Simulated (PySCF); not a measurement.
# C₃H₇FO₂Si: electronic excitations

Wanted: the electronic excitations of C₃H₇FO₂Si (`C=C(O[SiH3])OCF`), by calculation.

Programs: PySCF 2.14.0, with density-fitted response routines of our own. Each step states its level of theory. These are calculated values for one molecule in the gas phase, unless marked as measured. Atoms are numbered from 0 throughout.

## 1. The starting structure

14 atoms, charge 0, multiplicity 1; geometry from: GFN2-xTB.

Bonds of the start (Å): C0–C1 1.32, C1–O2 1.33, O2–Si3 1.63, C1–O4 1.38, O4–C5 1.37, C5–F6 1.37, C0–H7 1.07, C0–H8 1.07, Si3–H9 1.46, Si3–H10 1.46, Si3–H11 1.45, C5–H12 1.10, C5–H13 1.10.

## 2. Ultraviolet spectrum: wB97X-D/def2-SVPD

Job settings and geometry (Å):

```
{"job": {"kind": "uv", "xc": "wB97X-D", "basis": "def2-SVPD", "nstates": 8, "ntriplets": 3}, "charge": 0, "multiplicity": 1}
C      0.077045     1.910452     0.297878
C     -0.301677     0.686374    -0.037604
O      0.493380    -0.372611    -0.200117
Si     2.072926    -0.630347     0.130023
O     -1.637464     0.436162    -0.274029
C     -2.038729    -0.871256    -0.397883
F     -2.043344    -1.504068     0.820464
H      1.110736     2.138536     0.463980
H     -0.650440     2.690152     0.398761
H      2.896967     0.241719    -0.708002
H      2.341259    -0.370172     1.541861
H      2.143246    -2.031906    -0.250157
H     -3.074374    -0.854351    -0.753956
H     -1.390209    -1.469155    -1.053385
```

Level: TDDFT wB97X-D/def2-SVPD, vertical, gas phase, core orbitals frozen in the response.

On the command line:

```sh
$ OMP_NUM_THREADS=1 python probes_run.py task.json out
```

This one command runs all jobs of the session in turn.

What will the session give for the following? lowest singlet (wB97X-D/def2-SVPD); brightest single state of those computed; lowest triplet; surface potential, 1st and 99th percentile. Wanted: lowest singlet; brightest single state of those computed; lowest triplet; surface potential, 1st and 99th percentile.

The runs gave:

| quantity | value |
| --- | --- |
| lowest singlet (wB97X-D/def2-SVPD) | 6.16 eV (201 nm), f = 0.011 |
| brightest single state of those computed | state 2, 6.93 eV, f = 0.299 |
| lowest triplet | 4.58 eV |
| surface potential, 1st and 99th percentile | -1.05 V and 1.51 V |

**Reading.** The lowest singlet, at 6.16 eV, is HOMO→LUMO 0.88 and is weak; of the 8 states computed, the strongest absorption comes from state 2 at 6.93 eV. The lowest triplet lies 1.58 eV below the lowest singlet (triplets in Tamm-Dancoff, singlets in full TDDFT).
